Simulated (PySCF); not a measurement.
# One shape, several levels: CH5BClO− (SMILES CO[BH2-]Cl)

We compute a comparison of 6 runs (HF/STO-3G, HF/3-21G, HF/6-31G*, HF/6-31+G*, HF/6-311+G**, HF/6-311++G(2d,2p)) of CH5BClO−. Input form: a Python script.

The calculation is run with PySCF 2.14.0.

### 1 The structure to begin with

The species is CH5BClO− (9 atoms), meant as a singlet with charge -1. As SMILES, `CO[BH2-]Cl`. Geometry: relaxed at GFN2-xTB. This is one conformer, not always the lowest.

Bond lengths: C1–O2 1.384 Å, O2–B3 1.449 Å, B3–Cl4 1.926 Å, C1–H5 1.101 Å, C1–H6 1.105 Å, C1–H7 1.098 Å, B3–H8 1.215 Å, B3–H9 1.198 Å. Some angles: C1–O2–B3 116.3°, O2–B3–Cl4 109.3°, O2–C1–H5 111.8°, O2–C1–H6 111.7°, O2–C1–H7 108.5°, O2–B3–H8 113.8°, O2–B3–H9 108.9°, Cl4–B3–H8 104.0°, Cl4–B3–H9 105.7°, H5–C1–H6 107.5°.

### 2 The response to a field at HF/STO-3G (run 1)

Input file geometry.xyz:

```xyz
9

C     -0.086810     1.195690     0.242840
O      0.795580     0.227980    -0.203260
B      0.329410    -1.143120    -0.142950
Cl    -1.086130    -1.390280    -1.424870
H     -1.004390     1.223220    -0.364980
H     -0.388630     1.022330     1.291410
H      0.407050     2.174230     0.177440
H     -0.181000    -1.440460     0.918460
H      1.214930    -1.869600    -0.494090
```

Input file input.py:

```python
import numpy
from pyscf import gto, scf
from pyscf.prop.polarizability import rhf

molecule = gto.M(
    atom='geometry.xyz',
    basis='sto-3g',
    charge=-1,
    spin=0,
    max_memory=1860,
    verbose=3,
)

mf = scf.RHF(molecule)
mf.conv_tol = 1e-10
mf.kernel()
if not mf.converged:
    mf = mf.newton().run(mf.mo_coeff, mf.mo_occ)

energy = mf.e_tot
print('E(%s) = %.9f' % ('HF', energy))
pol = rhf.Polarizability(mf)
alpha = pol.polarizability()
print('isotropic polarizability %.4f bohr^3' % (numpy.trace(alpha) / 3))
alpha_w = pol.polarizability_with_freq(freq=0.0774)
beta = pol.hyper_polarizability()
```

Launch:

```
$ OMP_NUM_THREADS=1 python input.py
```

Standard output:

```text
converged SCF energy = -593.116231154163
E(HF) = -593.116231154
isotropic polarizability 15.7309 bohr^3
```

It took 1.1 s on 1 thread of Arm Neoverse V1, shared host; peak memory 0.11 GiB.

### 3 The response to a field at HF/3-21G (run 2)

Input file job.py:

```python
# CO[BH2-]Cl
import numpy
from pyscf import gto, scf
from pyscf.prop.polarizability import rhf

system = gto.M(
    atom='''
C     -0.164047     2.259527     0.458901
O      1.503428     0.430820    -0.384106
B      0.622495    -2.160184    -0.270136
Cl    -2.052488    -2.627248    -2.692614
H     -1.898022     2.311551    -0.689712
H     -0.734404     1.931924     2.440411
H      0.769213     4.108699     0.335313
H     -0.342040    -2.722075     1.735638
H      2.295885    -3.533032    -0.933695
''',
    charge=-1,
    max_memory=1860,
    unit='bohr',
    basis='3-21g',
    verbose=4,
)

mf = scf.RHF(system)
mf.conv_tol = 1e-10
mf.kernel()
if not mf.converged:
    mf = mf.newton().run(mf.mo_coeff, mf.mo_occ)

etot = mf.e_tot
print('E = %.10f Eh' % etot)
pol = rhf.Polarizability(mf)
alpha = pol.polarizability()
print('isotropic polarizability %.4f bohr^3' % (numpy.trace(alpha) / 3))
alpha_w = pol.polarizability_with_freq(freq=0.0774)
beta = pol.hyper_polarizability()
```

Launch:

```
$ OMP_NUM_THREADS=1 python job.py
```

Standard output:

```text
PySCF version 2.14.0

[INPUT] num. atoms = 9
[INPUT] num. electrons = 42
[INPUT] charge = -1
[INPUT] spin (= nelec alpha-beta = 2S) = 0
[INPUT] symmetry False subgroup None
[INPUT] Mole.unit = bohr
[INPUT] Symbol           X                Y                Z      unit          X                Y                Z       unit  Magmom
[INPUT]  1 C     -0.086809933920   1.195690195858   0.242839951268 AA   -0.164047000000   2.259527000000   0.458901000000 Bohr   0.0
[INPUT]  2 O      0.795579835859   0.227980126009  -0.203260141778 AA    1.503428000000   0.430820000000  -0.384106000000 Bohr   0.0
[INPUT]  3 B      0.329410167912  -1.143120144194  -0.142949815049 AA    0.622495000000  -2.160184000000  -0.270136000000 Bohr   0.0
[INPUT]  4 Cl    -1.086129875287  -1.390279769035  -1.424869966604 AA   -2.052488000000  -2.627248000000  -2.692614000000 Bohr   0.0
[INPUT]  5 H     -1.004389988225   1.223220111079  -0.364979872498 AA   -1.898022000000   2.311551000000  -0.689712000000 Bohr   0.0
[INPUT]  6 H     -0.388629860408   1.022330154029   1.291409886478 AA   -0.734404000000   1.931924000000   2.440411000000 Bohr   0.0
[INPUT]  7 H      0.407049989943   2.174229877330   0.177439998125 AA    0.769213000000   4.108699000000   0.335313000000 Bohr   0.0
[INPUT]  8 H     -0.180999773223  -1.440460056415   0.918460076007 AA   -0.342040000000  -2.722075000000   1.735638000000 Bohr   0.0
[INPUT]  9 H      1.214930020893  -1.869600019851  -0.494090115950 AA    2.295885000000  -3.533032000000  -0.933695000000 Bohr   0.0

nuclear repulsion = 150.540268733474
number of shells = 32
number of NR pGTOs = 87
number of NR cGTOs = 50
basis = 3-21g
ecp = {}

******** <class 'pyscf.scf.hf.RHF'> ********
method = RHF
initial guess = minao
damping factor = 0
level_shift factor = 0
DIIS = <class 'pyscf.scf.diis.CDIIS'>
diis_start_cycle = 1
diis_space = 8
diis_damp = 0
SCF conv_tol = 1e-10
SCF conv_tol_grad = None
SCF max_cycles = 50
direct_scf = True
direct_scf_tol = 1e-13
Set gradient conv threshold to 1e-05
Initial guess from minao.
init E= -596.85305105977
  HOMO = -0.315548080390215  LUMO = 0.171615369445924  gap/eV = 13.25639
cycle= 1 E= -596.860420356525  delta_E= -0.00737  |g|= 0.53  |ddm|= 2.54
  HOMO = -0.133538090203009  LUMO = 0.424674156150619  gap/eV = 15.18973
cycle= 2 E= -596.915990272225  delta_E= -0.0556  |g|= 0.288  |ddm|= 0.78
  HOMO = -0.175740173604161  LUMO = 0.442354235620176  gap/eV = 16.81921
cycle= 3 E= -596.930407409626  delta_E= -0.0144  |g|= 0.0425  |ddm|= 0.254
  HOMO = -0.182610871455596  LUMO = 0.447018922272575  gap/eV = 17.13310
cycle= 4 E= -596.93102960445  delta_E= -0.000622  |g|= 0.0111  |ddm|= 0.0663
  HOMO = -0.181340257370921  LUMO = 0.446673502196735  gap/eV = 17.08912
cycle= 5 E= -596.931075580678  delta_E= -4.6e-05  |g|= 0.00266  |ddm|= 0.0199
  HOMO = -0.181443383844296  LUMO = 0.446862920540263  gap/eV = 17.09709
cycle= 6 E= -596.931079909589  delta_E= -4.33e-06  |g|= 0.000616  |ddm|= 0.00727
  HOMO = -0.181552682718664  LUMO = 0.446851341517343  gap/eV = 17.09974
cycle= 7 E= -596.931080129635  delta_E= -2.2e-07  |g|= 0.000169  |ddm|= 0.00165
  HOMO = -0.181541163080809  LUMO = 0.446886571404798  gap/eV = 17.10039
cycle= 8 E= -596.931080142804  delta_E= -1.32e-08  |g|= 3.13e-05  |ddm|= 0.000337
  HOMO = -0.181540642752728  LUMO = 0.446885997121318  gap/eV = 17.10036
cycle= 9 E= -596.93108014344  delta_E= -6.36e-10  |g|= 7.13e-06  |ddm|= 8.3e-05
  HOMO = -0.181542190525471  LUMO = 0.446885852359526  gap/eV = 17.10040
cycle= 10 E= -596.931080143468  delta_E= -2.82e-11  |g|= 2.07e-06  |ddm|= 1.88e-05
  HOMO = -0.181541841083284  LUMO = 0.446885901278835  gap/eV = 17.10039
Extra cycle  E= -596.931080143471  delta_E= -3.07e-12  |g|= 8.57e-07  |ddm|= 3.88e-06
converged SCF energy = -596.931080143471
E = -596.9310801435 Eh
Isotropic polarizability 31.7570718645
Polarizability anisotropy 0.824098549254
isotropic polarizability 31.7571 bohr^3
```

Wall time 4.2 s (1 thread of Arm Neoverse V1, shared host); peak memory 0.12 GiB.

### 4 The response to a field at HF/6-31G(d) (spherical functions) (run 3)

Input file calc.py:

```python
import numpy
from pyscf import gto, scf
from pyscf.prop.polarizability import rhf

mol = gto.M(
    atom='''
C       -0.086810       1.195690       0.242840
O        0.795580       0.227980      -0.203260
B        0.329410      -1.143120      -0.142950
Cl      -1.086130      -1.390280      -1.424870
H       -1.004390       1.223220      -0.364980
H       -0.388630       1.022330       1.291410
H        0.407050       2.174230       0.177440
H       -0.181000      -1.440460       0.918460
H        1.214930      -1.869600      -0.494090
''',
    verbose=3,
    charge=-1,
    basis='6-31g*',
    max_memory=1860,
    spin=0,
)

mf = scf.RHF(mol)
mf.conv_tol = 1e-10
mf.kernel()
if not mf.converged:
    mf = mf.newton().run(mf.mo_coeff, mf.mo_occ)

e_tot = mf.e_tot
print('E = %.10f Eh' % e_tot)
pol = rhf.Polarizability(mf)
alpha = pol.polarizability()
print('isotropic polarizability %.4f bohr^3' % (numpy.trace(alpha) / 3))
alpha_w = pol.polarizability_with_freq(freq=0.0774)
beta = pol.hyper_polarizability()
```

Launch:

```
$ OMP_NUM_THREADS=1 python calc.py
```

Standard output:

```text
converged SCF energy = -599.880483486312
E = -599.8804834863 Eh
isotropic polarizability 36.8082 bohr^3
```

Wall time 13 s (1 thread of Arm Neoverse V1, shared host); peak memory 0.14 GiB.

Runs 4 to 5 aren't shown in full; the table further down has their settings and results.

### 5 The polarisability at HF/6-311++G(2d,2p) (run 6)

Input file run.py:

```python
import numpy
from pyscf import gto
from pyscf.prop.polarizability import rhf

mol = gto.M(
    atom='''
C   -0.086810   1.195690   0.242840
O    0.795580   0.227980  -0.203260
B    0.329410  -1.143120  -0.142950
Cl  -1.086130  -1.390280  -1.424870
H   -1.004390   1.223220  -0.364980
H   -0.388630   1.022330   1.291410
H    0.407050   2.174230   0.177440
H   -0.181000  -1.440460   0.918460
H    1.214930  -1.869600  -0.494090
''',
    basis='6-311++g(2d,2p)',
    charge=-1,
    max_memory=1860,
    verbose=3,
)

hf = mol.RHF()
hf.conv_tol = 1e-10
hf.kernel()
if not hf.converged:
    hf = hf.newton().run(hf.mo_coeff, hf.mo_occ)

e_final = hf.e_tot
print('E(%s) = %.9f' % ('HF', e_final))
pol = rhf.Polarizability(hf)
alpha = pol.polarizability()
print('isotropic polarizability %.4f bohr^3' % (numpy.trace(alpha) / 3))
alpha_w = pol.polarizability_with_freq(freq=0.0774)
beta = pol.hyper_polarizability()
```

Launch:

```
$ OMP_NUM_THREADS=1 python run.py
```

Standard output:

```text
converged SCF energy = -599.96466171809
E(HF) = -599.964661718
isotropic polarizability 51.7702 bohr^3
```

Run time: 17 min. Hardware: 1 thread of Arm Neoverse V1, shared host; peak memory 0.85 GiB.

### 6 All runs side by side

```csv
run,level,energy (Eh),HOMO energy (eV),LUMO energy (eV),HOMO–LUMO gap (eV),wall time
1,HF/STO-3G,-593.116231,-2.10,20.02,22.12,1.1 s
2,HF/3-21G,-596.931080,-4.94,12.16,17.10,4.2 s
3,HF/6-31G* (spherical functions),-599.880483,-4.98,11.37,16.35,13 s
4,HF/6-31+G* (spherical functions),-599.892061,-5.26,5.15,10.41,38 s
5,HF/6-311+G**,-599.956965,-5.26,4.97,10.23,5.6 min
6,"HF/6-311++G(2d,2p)",-599.964662,-5.26,4.03,9.29,17 min
```

### 7 Results

| quantity | value |
| --- | --- |
| run 6: total energy | -599.96466 Eh |
| run 6: HOMO energy | -5.26 eV |
| run 6: LUMO energy | 4.03 eV |
| run 6: HOMO–LUMO gap (to an unbound level, set by the basis) | 9.29 eV |
| run 6: mean static polarisability | 51.8 bohr³ |
| run 6: mean polarisability at ω = 0.0774 Eh | 53.3 bohr³ |

**Reading.** The HOMO–LUMO gap runs from 9.29 eV (HF/6-311++G(2d,2p)) to 22.12 eV (HF/STO-3G). The empty levels of an anion lie above zero and hang on the basis. In run 1 the basis is minimal, so the values are rough. All runs together took 24 min, the longest 17 min.
